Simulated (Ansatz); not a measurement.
# Si3NH9: a ladder of functionals and wavefunction methods

Aim: compute Si3NH9 with functionals from several rungs and with coupled cluster, and see how far each lands from CCSD(T) at the basis-set limit for the atomisation energy.

Program: Ansatz 0.2.0, Gaussian basis. Level of theory: functionals in def2-TZVPP, the program's frozen cores in correlated methods. These are calculated values, not measurements.

Levels to be run: LDA (SPW92), PBE-D4, revPBE-D4, BLYP-D4, r2SCAN-D4, B97M-V, PBE0-D4, B3LYP-D4, r2SCANh-D4, r2SCAN0-D4, HSE06-D4, BHLYP-D4, CAM-B3LYP-D4, LC-ωPBE, ωB97X-V, ωB97M-V, B2PLYP, PBE-QIDH; CCSD(T)/def2-SVP; CCSD(T)/def2-TZVPP; MP2/def2-QZVPP; extrapolation to the limit; RPA on PBE.

### 1 The geometry

An earlier PBE0-D4 in a triple-zeta def2 set relaxation fixed the geometry.

SMILES `N[SiH]([SiH3])[SiH3]`, 13 atoms, charge 0, spin multiplicity 1.

Atoms are counted from 1 here; the program's logs count them from 0.

Bond lengths: N1–Si2 1.729 Å, N1–H5 1.008 Å, N1–H6 1.008 Å, Si2–Si3 2.340 Å, Si2–Si4 2.340 Å, Si2–H7 1.500 Å, Si3–H8 1.488 Å, Si3–H9 1.491 Å, Si3–H10 1.489 Å, Si4–H11 1.491 Å, Si4–H12 1.488 Å, Si4–H13 1.489 Å. Angles: Si2–N1–H5 119.7°, Si2–N1–H6 119.7°, H5–N1–H6 110.6°, N1–Si2–Si3 108.5°, N1–Si2–Si4 108.5°, N1–Si2–H7 115.3°, Si3–Si2–Si4 110.2°, Si3–Si2–H7 107.2°, Si4–Si2–H7 107.2°, Si2–Si3–H8 111.0°, Si2–Si3–H9 110.8°, Si2–Si3–H10 109.8°, H8–Si3–H9 108.2°, H8–Si3–H10 108.7°, H9–Si3–H10 108.3°, Si2–Si4–H11 110.8°, Si2–Si4–H12 111.0°, Si2–Si4–H13 109.8° and more.

### 2 LDA

This LDA is Slater exchange with PW92 correlation.

The input, in.yaml:

```yaml
crystal:
  periodic: [false, false, false]
  atoms:
    - {symbol: N, position_ang: [-1.433866, 1.215468, -0.502045]}
    - {symbol: Si, position_ang: [0.118653, 0.456751, -0.457879]}
    - {symbol: Si, position_ang: [0.975921, 0.649448, 1.710826]}
    - {symbol: Si, position_ang: [-0.140584, -1.798429, -1.026056]}
    - {symbol: H, position_ang: [-1.547343, 2.141337, -0.120640]}
    - {symbol: H, position_ang: [-2.029630, 1.086315, -1.304491]}
    - {symbol: H, position_ang: [1.141629, 1.033764, -1.391366]}
    - {symbol: H, position_ang: [0.160425, -0.134304, 2.677267]}
    - {symbol: H, position_ang: [0.980849, 2.073140, 2.153214]}
    - {symbol: H, position_ang: [2.375950, 0.145116, 1.746729]}
    - {symbol: H, position_ang: [-0.850604, -1.937624, -2.329561]}
    - {symbol: H, position_ang: [-0.925773, -2.521928, 0.009970]}
    - {symbol: H, position_ang: [1.194973, -2.443754, -1.151167]}
basis:
  gaussian: {orbitals: def2-TZVPP}
hamiltonian: {xc: lda}
output: {orbitals: {seedname: orbitals}}
```

Started as:

```bash
$ ansatz run in.yaml --threads 4 --pin off --events-out ev --progress --plain --max-ram 10444MiB
```

The runs that follow: PBE-D4 (GGA); revPBE-D4 (GGA); BLYP-D4 (GGA); r2SCAN-D4 (meta-GGA); B97M-V (meta-GGA); PBE0-D4 (hybrid); B3LYP-D4 (hybrid); r2SCANh-D4 (hybrid); r2SCAN0-D4 (hybrid); HSE06-D4 (hybrid); BHLYP-D4 (hybrid); CAM-B3LYP-D4 (range-separated); LC-ωPBE (range-separated); ωB97X-V (range-separated); ωB97M-V (range-separated); B2PLYP (double hybrid); PBE-QIDH (double hybrid); CCSD(T) in def2-SVP; CCSD(T) in def2-TZVPP; MP2 in def2-QZVPP; RPA on PBE orbitals.

**Question.** What will the summary of the whole plan be? Wanted: atomisation energy, CCSD(T)/CBS; farthest beyond LDA; mean size of error, GGA; mean size of error, meta-GGA; mean size of error, hybrid; mean size of error, range-separated; mean size of error, double hybrid; gap, smallest and largest; T1 diagnostic.

The runs gave:

| quantity | value |
| --- | --- |
| atomisation energy, CCSD(T)/CBS | 3936.7 kJ/mol |
| functionals within 19.7 kJ/mol (0.5 %) | B97M-V, B3LYP-D4, CAM-B3LYP-D4, ωB97M-V |
| farthest beyond LDA | revPBE-D4 (-88.1 kJ/mol) |
| mean size of error, GGA | 52.6 kJ/mol |
| mean size of error, meta-GGA | 17.4 kJ/mol |
| mean size of error, hybrid | 39.3 kJ/mol |
| mean size of error, range-separated | 27.3 kJ/mol |
| mean size of error, double hybrid | 68.8 kJ/mol |
| gap, smallest and largest | 4.63 eV (LDA (SPW92)), 11.72 eV (LC-ωPBE) |
| T1 diagnostic | 0.0125 |
| triples share of the correlation energy | 3.5 % |

**Reading.** The LDA atomisation energy is off by 413.8 kJ/mol (11 %): it overbinds. PBE-D4 misses by -32.1 kJ/mol. Double hybrids carry the basis error of their MP2 part in triple zeta, and no dispersion term here, so their miss is partly the set-up's. By mean error the best rung here is meta-GGA (17.4 kJ/mol) and the worst beyond LDA is double hybrid (68.8 kJ/mol). Misses under about 19.7 kJ/mol are within the doubt on the reference itself, which lacks core-valence correlation, relativity and higher excitations. Hartree-Fock recovers 74 % of the binding; the rest is correlation. CCSD(T) in def2-SVP is off by -303.5 kJ/mol, which most functionals beat. The gap grows from 4.6 to 11.7 eV across the functionals, mostly with the share of exact exchange.
